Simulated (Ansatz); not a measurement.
# CH₅SSb: how energies converge with the basis set

Aim: see how fast density functionals converge with the basis set for CH₅SSb.

The runs use Ansatz 0.2.0, Gaussian basis; one geometry, several basis sets.

Levels to be run: PBE0-D4/def2-SVP; ωB97M-V/def2-SVP; PBE0-D4/def2-QZVPP; ωB97M-V/def2-QZVPP; the functionals' def2-TZVPP values are taken from earlier runs.

**1. Structure used throughout**

All runs share one geometry, relaxed beforehand with PBE0-D4 in a triple-zeta def2 set. Sb takes the def2 core potential; no spin-orbit term is included.

SMILES `[CH3][SbH][SH]`, 8 atoms, charge 0, spin multiplicity 1.

Atoms are counted from 1 here; the program's logs count them from 0.

Bond lengths: C1–Sb2 2.155 Å, C1–H4 1.090 Å, C1–H5 1.089 Å, C1–H6 1.092 Å, Sb2–S3 2.429 Å, Sb2–H7 1.715 Å, S3–H8 1.343 Å. Angles: Sb2–C1–H4 108.5°, Sb2–C1–H5 110.7°, Sb2–C1–H6 108.9°, H4–C1–H5 109.7°, H4–C1–H6 109.4°, H5–C1–H6 109.6°, C1–Sb2–S3 97.3°, C1–Sb2–H7 93.2°, S3–Sb2–H7 95.5°, Sb2–S3–H8 96.2°.

**2. PBE0-D4 in def2-SVP**

File in.yaml:

```yaml
crystal:
  periodic: [false, false, false]
  atoms:
    - {symbol: C, position_ang: [-0.724000, 0.806223, -0.383962]}
    - {symbol: Sb, position_ang: [1.341323, 0.192337, -0.437228]}
    - {symbol: S, position_ang: [1.388770, -0.922610, 1.720267]}
    - {symbol: H, position_ang: [-0.828991, 1.601748, 0.353183]}
    - {symbol: H, position_ang: [-1.367239, -0.030386, -0.115915]}
    - {symbol: H, position_ang: [-1.006382, 1.185205, -1.367912]}
    - {symbol: H, position_ang: [0.998926, -1.220833, -1.345903]}
    - {symbol: H, position_ang: [0.289792, -1.668883, 1.521669]}
basis:
  gaussian: {orbitals: def2-SVP}
hamiltonian: {xc: pbe0, dispersion: d4}
output: {orbitals: {seedname: orbitals}}
```

Run with:

```
$ ansatz run in.yaml --threads 2 --pin off --events-out ev --progress --plain --max-ram 4352MiB
```

The runs that follow: ωB97M-V in def2-SVP; PBE0-D4 in def2-QZVPP; ωB97M-V in def2-QZVPP.

Q: Predict the results of all the runs planned. Wanted: PBE0-D4: double and triple zeta above quadruple; ωB97M-V: double and triple zeta above quadruple.

**Answer**, as computed:

| quantity | value |
| --- | --- |
| PBE0-D4: double and triple zeta above quadruple | 5.83, 0.46 eV |
| ωB97M-V: double and triple zeta above quadruple | 5.94, 0.45 eV |

For PBE0-D4 the step from double to triple zeta gains 5.37 eV and the next only 0.46 eV. These are total energies; as a rule much of such shifts cancels in differences, which this series doesn't test. The LUMO of ωB97M-V is positive and keeps falling with the basis (1.21 to 0.64 eV): an unbound level that the basis holds in place.
